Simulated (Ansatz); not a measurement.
# Cs3B: the cost of one run

Program: Ansatz 0.2.0. Level of theory: DFT PBE, scalar-relativistic, plane waves, PAW. These are calculated values, not measurements.

## 1. The structure to begin with

It takes space group Im-3m (No. 229, cubic). Conventional cell: a = 6.944 Å, b = 6.944 Å, c = 6.944 Å, α = 90.00°, β = 90.00°, γ = 90.00°. Cs (site symmetry 4/mmm) is surrounded by 4 Cs at 3.47 Å and 2 B at 3.47 Å. B (site symmetry m-3m) has 6 Cs at 3.47 Å as nearest neighbours.

Coordinates:

```
CELL_PARAMETERS angstrom
-3.47215 3.47215 3.47215
3.47215 -3.47215 3.47215
3.47215 3.47215 -3.47215
ATOMIC_POSITIONS crystal
Cs 0.00000 0.50000 0.50000
Cs 0.50000 0.00000 0.50000
Cs 0.50000 0.50000 0.00000
B 0.00000 0.00000 0.00000
```

The cell is invented: species swapped into a database cell of Sb3Au (Im-3m, No. 229), with Cs on the Sb sites and B on the Au sites. Its size is a rough estimate.

## 2. The guess as it stands, on a coarse mesh

input.yaml

```yaml
crystal:
  lattice:
    - [-3.47214755, 3.47214755, 3.47214755]
    - [3.47214755, -3.47214755, 3.47214755]
    - [3.47214755, 3.47214755, -3.47214755]
  atoms:
    - { symbol: Cs, position: [0.0, 0.5, 0.5] }
    - { symbol: Cs, position: [0.5, 0.0, 0.5] }
    - { symbol: Cs, position: [0.5, 0.5, 0.0] }
    - { symbol: B, position: [0.0, 0.0, 0.0] }
basis:
  ecutwfc: 420
kpoints:
  mp_grid: { grid: [4, 4, 4] }
hamiltonian:
  xc: pbe
scf:
  occupations: { method: gaussian, width: 0.1 }
  lower_state_search: "off"
output:
  forces: true
  stress: true
  eigenvalues: true
```

The run is started by

```console
$ ansatz run input.yaml --threads 1 --pin off --max-ram 2048MiB --backend cpu --events-out ev --progress --plain --runs-dir out
```

Q: Estimate wall time and peak memory on 1 thread of Arm Neoverse V2, shared host.

About 1.9 s, with a peak of 0.38 GiB.
